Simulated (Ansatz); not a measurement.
What does this script print? It uses Ansatz's Python interface.

`geh6ssi.xyz`
```text
9

S    -1.98050    1.21040   -0.39810
Si    0.08450    1.04600   -0.12680
Ge    0.53680   -1.12650    0.47570
H    -1.96660    0.27960   -1.41720
H     0.78660    1.36030   -1.39880
H     0.53400    1.98340    0.93070
H     2.12570   -1.27970    0.69370
H     0.12900   -2.07560   -0.63170
H    -0.16090   -1.44430    1.85530
```

Script `run_methods.py`:
```python
import ansatz as az

system = az.Crystal.molecule_from_extxyz("geh6ssi.xyz")

calc = system.calculation().basis(gaussian="def2-SVP")

methods = ["mp2", "ccsd", "ccsd_t"]
batch = az.Session.batch([calc.correlation(m).input() for m in methods])
reports = sorted(batch.plan().execute().molecular_reports, key=lambda each: each["member"])
print(f"Hartree-Fock reference {reports[0]['reference_energy_ev'] / 27.211386246:.6f} Ha")
best = reports[-1]["free_energy_ev"] - reports[-1]["reference_energy_ev"]
for method, each in zip(methods, reports):
    gained = each["free_energy_ev"] - each["reference_energy_ev"]
    print(f"{method:8s} total {each['free_energy_ev'] / 27.211386246:.6f} Ha  correlation {gained:9.4f} eV  ({100 * gained / best:.1f} % of the last)")
```

```console
$ python run_methods.py
Hartree-Fock reference -2764.853442 Ha
mp2      total -2765.325848 Ha  correlation  -12.8548 eV  (88.6 % of the last)
ccsd     total -2765.372365 Ha  correlation  -14.1206 eV  (97.3 % of the last)
ccsd_t   total -2765.386853 Ha  correlation  -14.5149 eV  (100.0 % of the last)
```

Notes:
- Total energies depend on the basis set; only differences at equal settings carry meaning.
- The geometry is a force-field or estimated start, not a minimum of this method, and the basis set is short of its limit. A lower total doesn't mark the better method: functionals have no common bound, and MP2 and coupled cluster aren't variational.
- Inner cores stay frozen; a filled d shell under the valence of the heavier atoms is correlated with it.

(Lines on the test bed's own set-up are left out of the output.)
